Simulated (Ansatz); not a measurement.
# Si₂H₅O₃ radical: one species, many methods

How much do the methods differ for Si₂H₅O₃ radical? The plan is to run it at one geometry with functionals of several rungs and with coupled cluster. The yardstick is the atomisation energy at the CCSD(T) limit.

The runs use Ansatz 0.2.0, Gaussian basis; functionals in def2-TZVPP, the program's frozen cores in correlated methods.

Plan: PBE-D4, r2SCAN-D4, PBE0-D4, B3LYP-D4, ωB97X-V, ωB97M-V, B2PLYP; CCSD(T)/def2-TZVPP; MP2/def2-QZVPP; extrapolation to the limit.

### Step 1. The relaxed structure

The geometry comes from an earlier relaxation with PBE0-D4 in a triple-zeta def2 set; it is a stationary point, not always the lowest conformer.

SMILES `O[SiH]O[SiH2]O`, 10 atoms, charge 0, spin multiplicity 2.

Atoms are counted from 1 here; the program's logs count them from 0.

Bond lengths: O1–Si2 1.642 Å, O1–H6 0.964 Å, Si2–O3 1.652 Å, Si2–H7 1.493 Å, O3–Si4 1.625 Å, Si4–O5 1.655 Å, Si4–H8 1.485 Å, Si4–H9 1.480 Å, O5–H10 0.958 Å. Angles: Si2–O1–H6 114.7°, O1–Si2–O3 110.0°, O1–Si2–H7 106.8°, O3–Si2–H7 107.9°, Si2–O3–Si4 136.1°, O3–Si4–O5 106.2°, O3–Si4–H8 111.0°, O3–Si4–H9 108.7°, O5–Si4–H8 109.3°, O5–Si4–H9 110.8°, H8–Si4–H9 110.7°, Si4–O5–H10 118.3°.

### Step 2. PBE-D4 (GGA)

The input, in.yaml:

```yaml
crystal:
  periodic: [false, false, false]
  atoms:
    - {symbol: O, position_ang: [-1.743816, -0.914276, 0.952672]}
    - {symbol: Si, position_ang: [-1.085247, -1.504196, -0.430859]}
    - {symbol: O, position_ang: [0.405200, -0.834302, -0.676399]}
    - {symbol: Si, position_ang: [1.103025, 0.606107, -0.395561]}
    - {symbol: O, position_ang: [0.037877, 1.461429, 0.538818]}
    - {symbol: H, position_ang: [-1.558911, 0.016835, 1.121065]}
    - {symbol: H, position_ang: [-0.901776, -2.972394, -0.228966]}
    - {symbol: H, position_ang: [1.340383, 1.340016, -1.664370]}
    - {symbol: H, position_ang: [2.376264, 0.385201, 0.326729]}
    - {symbol: H, position_ang: [0.026990, 2.415590, 0.456871]}
basis:
  gaussian: {orbitals: def2-TZVPP}
magnetization: {spin_polarized: true, initial_magnetization: 1}
hamiltonian: {xc: pbe, dispersion: d4}
output: {forces: true, orbitals: {seedname: orbitals}}
```

Launch:

```
ansatz run in.yaml --threads 2 --pin off --events-out ev --progress --plain --max-ram 32768MiB --backend cpu
```

Further steps of the session: r2SCAN-D4 (meta-GGA); PBE0-D4 (hybrid); B3LYP-D4 (hybrid); ωB97X-V (range-separated); ωB97M-V (range-separated); B2PLYP (double hybrid); CCSD(T) in def2-TZVPP; MP2 in def2-QZVPP.

Before running them: what should the planned runs give, taken together? Wanted: atomisation energy, CCSD(T)/CBS; farthest; mean size of error, hybrid; mean size of error, range-separated; gap, smallest and largest; T1 diagnostic; triples share of the correlation energy.

The runs gave:

| quantity | value |
| --- | --- |
| atomisation energy, CCSD(T)/CBS | 38.649 eV |
| functionals within 0.193 eV (0.5 %) | PBE-D4, r2SCAN-D4, ωB97X-V, ωB97M-V |
| farthest | PBE0-D4 (-0.855 eV) |
| mean size of error, hybrid | 0.625 eV |
| mean size of error, range-separated | 0.149 eV |
| gap, smallest and largest | 1.75 eV (PBE-D4), 7.84 eV (ωB97X-V) |
| T1 diagnostic | 0.0137 |
| triples share of the correlation energy | 3.4 % |

What this shows: PBE-D4 misses by -0.053 eV. Double hybrids carry the basis error of their MP2 part in triple zeta, and no dispersion term here, so their miss is partly the set-up's. The reference freezes the cores and leaves out relativity and excitations past (T), so misses under about 0.193 eV can't be ranked. Hartree-Fock recovers 71 % of the binding; the rest is correlation. Orbital gaps span 1.8 to 7.8 eV; exact exchange widens them.
